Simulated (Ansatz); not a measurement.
# TiTe2: how the settings move a single-point run

Aim: see which settings change the result for TiTe2, by how much, and at what cost.

Program: Ansatz 0.2.0. Level of theory: reference: DFT, HSE06, plane waves, PAW. These are calculated values, not measurements.

2 further runs of the same task are left out: 1 for a known fault of the program, 1 that didn't finish.

### Step 1. Starting point

Symmetry: P-3m1, No. 164, trigonal system. The conventional cell has a = 3.790 Å, b = 3.790 Å, c = 6.556 Å, α = 90.00°, β = 90.00°, γ = 120.00°. Ti (site symmetry -3m) is surrounded by 6 Te at 2.77 Å. Te (site symmetry 3m) is surrounded by 3 Ti at 2.77 Å.

Coordinates:

```xyz
3
Lattice="3.7904 0.0000 0.0000 -1.8952 3.2826 0.0000 0.0000 0.0000 6.5559" Properties=species:S:1:pos:R:3 pbc="T T T"
Ti    0.0000    0.0000    0.0000
Te    1.8952    1.0942    1.6901
Te    0.0000    2.1884    4.8658
```

### Step 2. Baseline

Contents of input.yaml:

```yaml
crystal:
  lattice:
    - [3.7903815437, 0.0, 0.0]
    - [-1.8951907719, 3.2825667069, 0.0]
    - [0.0, 0.0, 6.5558879831]
  atoms:
    - { symbol: Ti, position: [0.0, 0.0, 0.0] }
    - { symbol: Te, position: [0.6666666667, 0.3333333333, 0.2577957668] }
    - { symbol: Te, position: [0.3333333333, 0.6666666667, 0.7422042332] }
kpoints:
  mp_grid: { grid: [6, 6, 2] }
hamiltonian:
  xc: hse06
scf:
  occupations: { method: fermi_dirac, width: 0.02 }
  n_extra_bands: 4
output:
  forces: true
  stress: true
  eigenvalues: true
```

Launch:

```sh
> ansatz run input.yaml --threads 4 --pin off --max-ram 3686MiB --backend cpu --events-out ev --progress --plain --runs-dir out
```

### Step 3. Changed: exchange pbe, correlation pbe, coeff 0.3, omega 0.3

input.yaml, as its differences from that of step 2:

```diff
@@ -12,3 +12,3 @@
 hamiltonian:
-  xc: hse06
+  xc: { exchange: pbe, correlation: pbe, exx: { coeff: 0.3, omega: 0.3 } }
 scf:
```

### Step 4. Changed: exchange pbe, correlation pbe, coeff 0.5, omega 0.5

input.yaml, as its differences from that of step 2:

```diff
@@ -12,3 +12,3 @@
 hamiltonian:
-  xc: hse06
+  xc: { exchange: pbe, correlation: pbe, exx: { coeff: 0.5, omega: 0.5 } }
 scf:
```

### Step 5. Changing settings: exchange pbe, correlation pbe, coeff 0.2, omega 0.3

input.yaml, as its differences from that of step 2:

```diff
@@ -12,3 +12,3 @@
 hamiltonian:
-  xc: hse06
+  xc: { exchange: pbe, correlation: pbe, exx: { coeff: 0.2, omega: 0.3 } }
 scf:
```

### Step 6. Changed: singularity regularized

input.yaml, as its differences from that of step 2:

```diff
@@ -16,2 +16,3 @@
   n_extra_bands: 4
+  exx: { singularity: regularized }
 output:
```

### Step 7. Variant: ecutwfc 600

input.yaml, as its differences from that of step 2:

```diff
@@ -20 +20,3 @@
   eigenvalues: true
+basis:
+  ecutwfc: 600
```

Q: Predict the outcome of this session. Wanted: for each run, ending; energy change; pressure; gap; force.

**Answer**, as computed:

| run | ending | energy change | pressure (GPa) | gap (eV) | force (eV/Å) | cycles | time |
| --- | --- | --- | --- | --- | --- | --- | --- |
| reference | converged | 0 | 0.0 | 0.00 | 0.15 | 28 | 29 s |
| 1: exchange pbe, correlation pbe, coeff 0.3, omega 0.3 | converged | not comparable | -0.1 | 0.00 | 0.17 | 35 | 33 s |
| 2: exchange pbe, correlation pbe, coeff 0.5, omega 0.5 | converged | not comparable | 0.0 | 0.00 | 0.24 | 39 | 35 s |
| 3: exchange pbe, correlation pbe, coeff 0.2, omega 0.3 | converged | not comparable | 0.3 | 0.00 | 0.07 | 34 | 29 s |
| 4: singularity regularized | converged | - | -0.1 | 0.00 | 0.15 | 28 | 29 s |
| 5: ecutwfc 600 | converged | -1.5 meV/atom | -0.1 | 0.00 | 0.15 | 27 | 51 s |

Residual by cycle in the longest SCF loop of each run; runs are numbered as in the table. The quantity is the density residual dr2, in eV.

| cycle | reference | run 1 | run 2 | run 3 | run 4 | run 5 |
| --- | --- | --- | --- | --- | --- | --- |
| 1 | 0.00706 | 0.00712 | 3.17 | 1.31 | 0.00706 | 0.00706 |
| 2 | 0.0017 | 0.00122 | 27 | 14.8 | 0.0017 | 0.00169 |
| 4 | 0.0015 | 0.00106 | 0.98 | 0.471 | 0.0015 | 0.00151 |
| 5 | 3.8e-5 | 2.2e-5 | 0.164 | 0.089 | 3.8e-5 | 3.8e-5 |
| 6 | 7.5e-6 | 7.2e-6 | 0.0315 | 0.0026 | 7.5e-6 | 7.5e-6 |
| 7 | 2.6e-6 | 3.3e-6 | 0.0458 | 4.4e-4 | 2.6e-6 | 2.5e-6 |
| 9 | 1.2e-7 | 8.4e-8 | 0.00103 | 1.1e-4 | 1.2e-7 | 1.6e-7 |
| 10 | 2.9e-9 | 7.6e-9 | 4.1e-4 | 5.4e-5 | 2.9e-9 | 6.2e-9 |
| 11 | 1.1e-9 | 2.1e-9 | 2.6e-4 | 1.4e-4 | 1.1e-9 | 1.2e-9 |
| 12 | 7.9e-11 | 7.9e-11 | 1.5e-4 | 8.2e-5 | 7.9e-11 | 7.0e-11 |
| 14 | - | - | 4.7e-4 | 1.0e-5 | - | - |
| 15 | - | - | 3.7e-5 | 4.9e-6 | - | - |

What this shows: «ecutwfc 600» moves the energy by -1.5 meV/atom. The reference leaves spin out although Ti can carry a moment, so its state need not be the lowest.
